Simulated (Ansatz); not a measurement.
This was printed by a script on Ansatz 0.2.0 through its Python package, for a comparison of functionals at one structure of Cu, space group Cmcm. What did the script look like? Level of theory (first run): r2SCAN, PAW, cutoff 381 eV, Gaussian smearing of 0.3 eV. The script varies functional: r2scan, blyp, lda.

```
CELL_PARAMETERS angstrom
1.21846 -3.97638 0.00000
1.21846 3.97638 0.00000
0.00000 0.00000 2.47550
ATOMIC_POSITIONS crystal
Cu 0.13387 0.86613 0.25000
Cu 0.86613 0.13387 0.75000
```

Output of `python xc_cu.py`:
```text
DeckWarning: basis.ecutwfc = 380.959407443832 eV is below the records' recommended 500 eV, and the density's cutoff is lower with it unless basis.ecutrho_ratio is high enough to keep the records' density cutoff: compare with a run at a higher cutoff
DeckWarning: output.stress: scf.convergence.dr2_threshold = 1e-9 eV is looser than the 2e-10 eV advised for a printed stress (1e-10 eV for each atom of the cell: 2). What an SCF threshold leaves in a stress goes as its square root, and in the free energy as the threshold itself, and one threshold admits the most on a [...]
DeckWarning: basis.ecutwfc = 380.959407443832 eV is below the records' recommended 420 eV, and the density's cutoff is lower with it unless basis.ecutrho_ratio is high enough to keep the records' density cutoff: compare with a run at a higher cutoff
  functional   F/atom (eV)    iterations       P (GPa)      k-points
      r2scan   -6631.09961             9         0.217            39
        blyp   -6634.05541             8        14.418            39
         lda   -6555.56482             9        -7.612            39
```
(Warnings from the package without file and line, shortened.)

One script that gives this output:

The script, `xc_cu.py`:
```python
"""One structure of Cu under several functionals."""

import ansatz as az

params = {
    "scf_tol": 1e-09,
    "k_density": 1.9,
    "filling": "Gaussian",
    "width_ev": 0.3,
}


def main() -> None:
    cell = (
        az.Lattice.from_parameters(2.436927, 7.952756, 2.475496, alpha=90, beta=90, gamma=90)
        .space_group(63, hermann_mauguin="Cmcm")
        .atom("Cu", (0.0, 0.866133, 0.25))
        .primitive()
    )

    model = (
        cell.calculation()
        .scf(tolerance=params["scf_tol"])
        .kpoints(density=params["k_density"])  # sampling of the Brillouin zone
        .basis(14 * az.Ha)
        .occupations(params["filling"], width=params["width_ev"])  # the run then minimises F = E - TS
        .eigensolver("auto")
        .accuracy("low")
        .initial_density(normalization="atom")
        .stress()  # positive in compression
    )

    rows = []
    for value in ["r2scan", "blyp", "lda"]:
        data = model.functional(value).run().report
        rows.append((value, data["free_energy_ev"] / len(data["lattice"]["sites"]), data["n_iterations"], sum(data["stress_gpa"][i][i] for i in range(3)) / 3, data["n_kpoints"]))

    print("  functional   F/atom (eV)    iterations       P (GPa)      k-points")
    for row in rows:
        print(f"{str(row[0]):>12s}  {row[1]:12.5f}  {row[2]:12d}  {row[3]:12.3f}  {row[4]:12d}")


if __name__ == "__main__":
    main()
```

Notes:
- The cutoff lies under the one recommended for these potentials.
- No spin polarisation was allowed.
- Under the recommended cutoff a pressure can be off by several GPa, even in sign.
- BLYP can be off by several per cent in the lattices of metals, and by several GPa in the pressure at a fixed cell.
- Pressure is positive in compression.
- This isn't the structure that Cu takes at ambient conditions.
- Total energies of different functionals can't be compared; pressures, moments and gaps at this one structure can.
- It ran for 7.8 s on 1 thread of Intel(R) Xeon(R) Processor @ 2.30GHz, on a shared host, peak memory 0.43 GiB.
